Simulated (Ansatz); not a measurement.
What does this script print? It uses Ansatz's Python interface.

`gatc_drho.py`
```python
"""Density difference of GaTc against its sublattices."""

import ansatz as az
import numpy as np

vectors0 = np.array([
    [2.85887, 0.0, 0.0],
    [-1.429435, 2.475854, 0.0],
    [0.0, 0.0, 4.076294],
])
sites = [
    ("Ga", (2 / 3, 1 / 3, 0.5)),
    ("Tc", (1 / 3, 2 / 3, 0.0)),
]


def on_lattice(cell):
    crystal = az.Crystal(lattice=az.Lattice.of(cell))
    for symbol, position in sites:
        crystal = crystal.atom(symbol, position)
    return crystal

# one cutoff and one grid for all runs, so that the fields can be subtracted
def solve(crystal):
    return (
        crystal.calculation()
        .functional("lda")
        .occupations("Fermi-Dirac")
        .basis(550, grid_basis="typed")  # a bare number is in eV
        .kpoints(12, 12, 7)  # sampling of the Brillouin zone
        .density()  # keep the density on its grid
        .run(threads=1)
    )


whole = solve(on_lattice(vectors0))
difference = whole.density().channels[0].density_e_per_ang3.copy()
binding = whole.report["free_energy_ev"]
for element in ["Ga", "Tc"]:
    part = az.Crystal(lattice=az.Lattice.of(vectors0))
    for symbol, position in sites:
        if symbol == element:
            part = part.atom(symbol, position)
    alone = solve(part)
    difference -= alone.density().channels[0].density_e_per_ang3
    binding -= alone.report["free_energy_ev"]
    print(f"{element} sublattice: {alone.report['n_electrons']:g} electrons, {alone.report['n_iterations']} iterations")

voxel = abs(np.linalg.det(vectors0)) / difference.size
print(f"energy of the crystal less its unpolarised sublattices: {binding / len(sites):.4f} eV/atom")
print(f"net charge of the difference {difference.sum() * voxel:.5f} e, charge rearranged {0.5 * np.abs(difference).sum() * voxel:.3f} e")
print(f"extremes {difference.min():.4f} and {difference.max():.4f} e/A^3")
for (symbol, position) in sites:
    index = tuple(int(round(p * n)) % n for p, n in zip(position, difference.shape))
    print(f"  change of the pseudo-density at the grid point nearest {symbol}: {difference[index]:+.4f} e/A^3")
profile = difference.mean(axis=(0, 1))
print("planar mean along the third vector:", np.round(profile[:: max(len(profile) // 12, 1)], 4))
```

Output of `python gatc_drho.py`:
```text
Ga sublattice: 13 electrons, 6 iterations
Tc sublattice: 15 electrons, 7 iterations
energy of the crystal less its unpolarised sublattices: -2.0483 eV/atom
net charge of the difference 0.00000 e, charge rearranged 0.413 e
extremes -0.0968 and 0.2026 e/A^3
  change of the pseudo-density at the grid point nearest Ga: +0.2026 e/A^3
  change of the pseudo-density at the grid point nearest Tc: -0.0354 e/A^3
planar mean along the third vector: [-0.042  -0.0194  0.0096  0.0311  0.039   0.0235 -0.0104 -0.0345 -0.036
 -0.0345 -0.0104  0.0235  0.039   0.0311  0.0096 -0.0194]
```

Caveats:
- For a metal this k-point mesh is coarse: on a finer one energies can move by several to tens of meV an atom and pressures by half a GPa or more, differences at one mesh by less.
- Grid values close to the nuclei reflect the PAW or pseudopotential construction, not the all-electron fields.
- This cell is a computed structure, which may not be the phase found in nature.
- Charge moved counts every rearrangement, bonding and polarisation too, and is no transfer between atoms; the bare sublattices are artificial references. Values near the nuclei depend on the potentials.
- Hardware and time: 8.8 s on 1 thread of Arm Neoverse V1, with other jobs on the host, peak memory 0.4 GiB.
